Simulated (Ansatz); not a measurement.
**triplet C2H4ClI: levels of theory compared**

We compute a comparison of 3 runs (UHF/STO-3G, UMP2/def2-SVP, UCCSD(T)/def2-SVP) of triplet C2H4ClI. 

Program for the calculation: Ansatz 0.2.0.

18 further runs of the same task are left out: 18 set aside as unsound or not needed.

### Step 1. The system as given

C2H4ClI has 8 atoms, charge 0, and is taken as a triplet. As SMILES of the parent species, `ClCCI`. The coordinates come from a PBE0-D4/def2-TZVP relaxation. This is one conformer, not always the lowest. That shape belongs to the parent species and isn't relaxed for this state.

Bond lengths: Cl1–C2 1.788 Å, C2–C3 1.502 Å, C3–I4 2.143 Å, C2–H5 1.088 Å, C2–H6 1.088 Å, C3–H7 1.087 Å, C3–H8 1.087 Å. Some angles: Cl1–C2–C3 109.1°, C2–C3–I4 109.5°, Cl1–C2–H5 107.2°, Cl1–C2–H6 107.2°, C3–C2–H5 111.9°, C3–C2–H6 111.9°, C2–C3–H7 112.2°, C2–C3–H8 112.2°, I4–C3–H7 106.3°, I4–C3–H8 106.3°.

### Step 2. The energy at UHF/STO-3G (run 1)

The input, in.yaml:

```yaml
crystal:
  periodic: [false, false, false]
  atoms:
    - {symbol: Cl, position_ang: [2.022830, -0.799650, -0.333200]}
    - {symbol: C, position_ang: [0.692220, 0.332980, 0.047660]}
    - {symbol: C, position_ang: [-0.618920, -0.390790, -0.067420]}
    - {symbol: I, position_ang: [-2.222210, 0.956660, 0.386880]}
    - {symbol: H, position_ang: [0.864230, 0.703020, 1.056620]}
    - {symbol: H, position_ang: [0.762530, 1.159680, -0.656710]}
    - {symbol: H, position_ang: [-0.699330, -1.210000, 0.642460]}
    - {symbol: H, position_ang: [-0.801350, -0.751900, -1.076290]}
basis:
  gaussian: {orbitals: STO-3G}
magnetization: {spin_polarized: true, initial_magnetization: 2}
hamiltonian: {xc: hf}
accuracy: high
output: {orbitals: {seedname: orbitals}}
```

Run with:

```
$ ansatz run in.yaml --threads 1 --pin off --max-ram 2610MiB --events-out events.jsonl --progress --plain --runs-dir runs
```

Standard output:

```text
Warning: RAYON_NUM_THREADS=1 ignored (pool sized by the plan → 1); use --threads N
Functional definition: HF
  name "HF"
  exchange = exact_x
  correlation = 0
825 factors; integrals over basis functions are off by at most 1.6e-8 eV
mean field evaluation 1: about -200876.5266 eV, gradient 1.3e1 eV
mean field evaluation 2: about -200876.7923 eV, gradient 1.3e1 eV
mean field evaluation 4: about -200879.7797 eV, gradient 3.0e0 eV
mean field evaluation 8: about -200880.0945 eV, gradient 8.3e-2 eV
mean field evaluation 16: about -200880.0924 eV, gradient 9.9e-4 eV
mean field evaluation 32: about -200880.1146 eV, gradient 2.7e-1 eV
mean field evaluation 64: about -200877.0774 eV, gradient 8.0e0 eV
mean field evaluation 96: about -200880.0924 eV, gradient 6.5e-5 eV
mean field -200880.13809656 eV, -7382.2089136004 hartree, gradient 2.7e-8 eV, S^2 2.007380; 3 other end points of the search recorded, 0 dependent functions left out
reference -200880.13809656 eV, -7382.2089136004 hartree; 44, 42 occupied and 6, 8 virtual orbitals, 825 factors
Total energy: -200880.13809656 eV, -7382.2089136004 hartree
```

Wall time 5.7 s (1 thread of Arm Neoverse V1, shared host); peak memory 0.19 GiB.

### Step 3. The energy at UMP2/def2-SVP (core potential) (run 2)

The input, run.yaml:

```yaml
crystal:
  periodic: [false, false, false]
  atoms:
    - symbol: Cl
      position_ang: [2.022830, -0.799650, -0.333200]
    - symbol: C
      position_ang: [0.692220, 0.332980, 0.047660]
    - symbol: C
      position_ang: [-0.618920, -0.390790, -0.067420]
    - symbol: I
      position_ang: [-2.222210, 0.956660, 0.386880]
    - symbol: H
      position_ang: [0.864230, 0.703020, 1.056620]
    - symbol: H
      position_ang: [0.762530, 1.159680, -0.656710]
    - symbol: H
      position_ang: [-0.699330, -1.210000, 0.642460]
    - symbol: H
      position_ang: [-0.801350, -0.751900, -1.076290]
basis:
  gaussian:
    orbitals: def2-SVP
accuracy: high
magnetization:
  spin_polarized: true
  initial_magnetization: 2
correlation:
  method: mp2
  frozen_orbitals: {C: 1, Cl: 5, H: 0, I: 4}
```

Run with:

```
$ ansatz run run.yaml --threads 1 --pin off --max-ram 2610MiB --events-out events.jsonl --progress --plain --runs-dir runs
```

Standard output:

```text
Warning: RAYON_NUM_THREADS=1 ignored (pool sized by the plan → 1); use --threads N
Functional definition: HF
  name "HF"
  exchange = exact_x
  correlation = 0
2195 factors; integrals over basis functions are off by at most 4.0e-9 eV
mean field evaluation 1: about -22687.8491 eV, gradient 1.6e1 eV
mean field evaluation 2: about -22688.0360 eV, gradient 1.6e1 eV
mean field evaluation 4: about -22690.1199 eV, gradient 2.7e0 eV
mean field evaluation 8: about -22690.2274 eV, gradient 1.9e-1 eV
mean field evaluation 16: about -22690.2283 eV, gradient 2.3e-8 eV
mean field evaluation 32: about -22690.2081 eV, gradient 1.4e0 eV
mean field evaluation 64: about -22690.2107 eV, gradient 2.2e-1 eV
mean field evaluation 96: about -22690.2271 eV, gradient 2.8e-1 eV
mean field -22690.22828009 eV, -833.8505093041 hartree, gradient 7.5e-8 eV, S^2 2.018979; 8 other end points of the search recorded, 0 dependent functions left out
11 core orbitals not correlated: weight in the atoms' cores, before any rotation towards them, 1.000 or more for the frozen orbitals, at most 0.000 for the correlated occupied ones
reference -22690.22828009 eV, -833.8505093041 hartree; 19, 17 occupied and 62, 64 virtual orbitals, 2195 factors
second order -14.15812924 eV of doubles, -0.00000000 eV of singles
Total energy: -22704.38640933 eV, -834.3708109570 hartree
```

Run time: 22 s. Hardware: 1 thread of Arm Neoverse V1, shared host; peak memory 0.48 GiB.

### Step 4. The energy at UCCSD(T)/def2-SVP (core potential) (run 3)

The input, molecule.yaml:

```yaml
crystal:
  periodic: [false, false, false]
  atoms:
    - symbol: Cl
      position_ang: [2.022830, -0.799650, -0.333200]
    - symbol: C
      position_ang: [0.692220, 0.332980, 0.047660]
    - symbol: C
      position_ang: [-0.618920, -0.390790, -0.067420]
    - symbol: I
      position_ang: [-2.222210, 0.956660, 0.386880]
    - symbol: H
      position_ang: [0.864230, 0.703020, 1.056620]
    - symbol: H
      position_ang: [0.762530, 1.159680, -0.656710]
    - symbol: H
      position_ang: [-0.699330, -1.210000, 0.642460]
    - symbol: H
      position_ang: [-0.801350, -0.751900, -1.076290]
basis:
  gaussian:
    orbitals: def2-SVP
magnetization:
  spin_polarized: true
  initial_magnetization: 2
correlation:
  method: ccsd_t
  frozen_orbitals: {C: 1, Cl: 5, H: 0, I: 4}
accuracy: high
scf:
  omitted_lower_state_checks: [cluster_reference, increment]
```

Run with:

```
$ ansatz run molecule.yaml --threads 1 --pin off --max-ram 2610MiB --events-out events.jsonl --progress --plain --runs-dir runs
```

Standard output:

```text
Warning: RAYON_NUM_THREADS=1 ignored (pool sized by the plan → 1); use --threads N
Functional definition: HF
  name "HF"
  exchange = exact_x
  correlation = 0
these checks for a lower state are left out or cut short: cluster_reference, increment
2195 factors; integrals over basis functions are off by at most 4.0e-9 eV
mean field evaluation 1: about -22687.8491 eV, gradient 1.6e1 eV
mean field evaluation 2: about -22688.0360 eV, gradient 1.6e1 eV
mean field evaluation 4: about -22690.1199 eV, gradient 2.7e0 eV
mean field evaluation 8: about -22690.2274 eV, gradient 1.9e-1 eV
mean field evaluation 16: about -22690.2283 eV, gradient 2.3e-8 eV
mean field evaluation 32: about -22690.2081 eV, gradient 1.4e0 eV
mean field evaluation 64: about -22690.2107 eV, gradient 2.2e-1 eV
mean field evaluation 96: about -22690.2271 eV, gradient 2.8e-1 eV
mean field -22690.22828009 eV, -833.8505093041 hartree, gradient 7.5e-8 eV, S^2 2.018979; 8 other end points of the search recorded, 0 dependent functions left out
11 core orbitals not correlated: weight in the atoms' cores, before any rotation towards them, 1.000 or more for the frozen orbitals, at most 0.000 for the correlated occupied ones
reference -22690.22828009 eV, -833.8505093041 hartree; 19, 17 occupied and 62, 64 virtual orbitals, 2195 factors
second order -14.15812924 eV of doubles, -0.00000000 eV of singles
cycle   1  -14.99896515 eV  change   -8.4e-1 eV  update   8.2e-2
cycle   2  -15.37643715 eV  change   -3.8e-1 eV  update   2.5e-2
cycle   3  -15.44432857 eV  change   -6.8e-2 eV  update   1.2e-2
cycle   4  -15.44432065 eV  change    7.9e-6 eV  update   4.6e-3
cycle   5  -15.44373548 eV  change    5.9e-4 eV  update   2.2e-3
cycle   6  -15.44362283 eV  change    1.1e-4 eV  update   8.5e-4
cycle   7  -15.44356376 eV  change    5.9e-5 eV  update   3.4e-4
cycle   8  -15.44356694 eV  change   -3.2e-6 eV  update   1.3e-4
cycle   9  -15.44355627 eV  change    1.1e-5 eV  update   4.9e-5
cycle  10  -15.44354046 eV  change    1.6e-5 eV  update   2.0e-5
cycle  11  -15.44355092 eV  change   -1.0e-5 eV  update   7.7e-6
cycle  12  -15.44355198 eV  change   -1.1e-6 eV  update   3.9e-6
cycle  13  -15.44355445 eV  change   -2.5e-6 eV  update   1.8e-6
cycle  14  -15.44355449 eV  change   -4.4e-8 eV  update   9.7e-7
cycle  15  -15.44355396 eV  change    5.3e-7 eV  update   3.5e-7
cycle  16  -15.44355386 eV  change    9.9e-8 eV  update   1.7e-7
cycle  17  -15.44355384 eV  change    2.4e-8 eV  update   6.7e-8
cycle  18  -15.44355386 eV  change   -1.7e-8 eV  update   3.9e-8
cycle  19  -15.44355386 eV  change   -1.9e-9 eV  update   2.4e-8
cycle  20  -15.44355404 eV  change   -1.9e-7 eV  update   8.9e-8
cycle  21  -15.44355406 eV  change   -1.5e-8 eV  update   2.1e-8
cycle  22  -15.44355406 eV  change   -2.8e-9 eV  update   5.4e-9
cycle  23  -15.44355406 eV  change   1.1e-10 eV  update   2.3e-9
perturbative correction -0.40879069 eV, -0.0150227807 hartree
Total energy: -22706.08062483 eV, -834.4330722284 hartree
Checks for a lower state left out: cluster_reference, increment
```

Run time: 3.6 min. Hardware: 1 thread of Arm Neoverse V1, shared host; peak memory 1.2 GiB.

### Step 5. All runs side by side

```tsv
run	level	core potential	frozen core orbitals	energy (Eh)	⟨S²⟩	wall time
1	UHF/STO-3G	none	–	-7382.208914	2.007	5.7 s
2	UMP2/def2-SVP (core potential)	def2-SVP	11	-834.370811	2.019	22 s
3	UCCSD(T)/def2-SVP (core potential)	def2-SVP	11	-834.433072	2.019	3.6 min
```

### Step 6. Outcome

| quantity | value |
| --- | --- |
| run 3: total energy | -834.43307 Eh |
| run 3: correlation energy (11 core orbitals frozen) | -582.6 mEh |
| run 3: (T) correction | -15.02 mEh |
| run 3: ⟨S²⟩ of the reference determinant | 2.019 |
| run 3: T1 diagnostic | 0.010 |

Some runs of one species differ in core potentials or relativity; totals across that change don't compare. In run 1 the basis is minimal, so the values are rough. In run 1 relativity is left out where basis or elements ask for it. All runs together took 4 min, the longest 3.6 min.
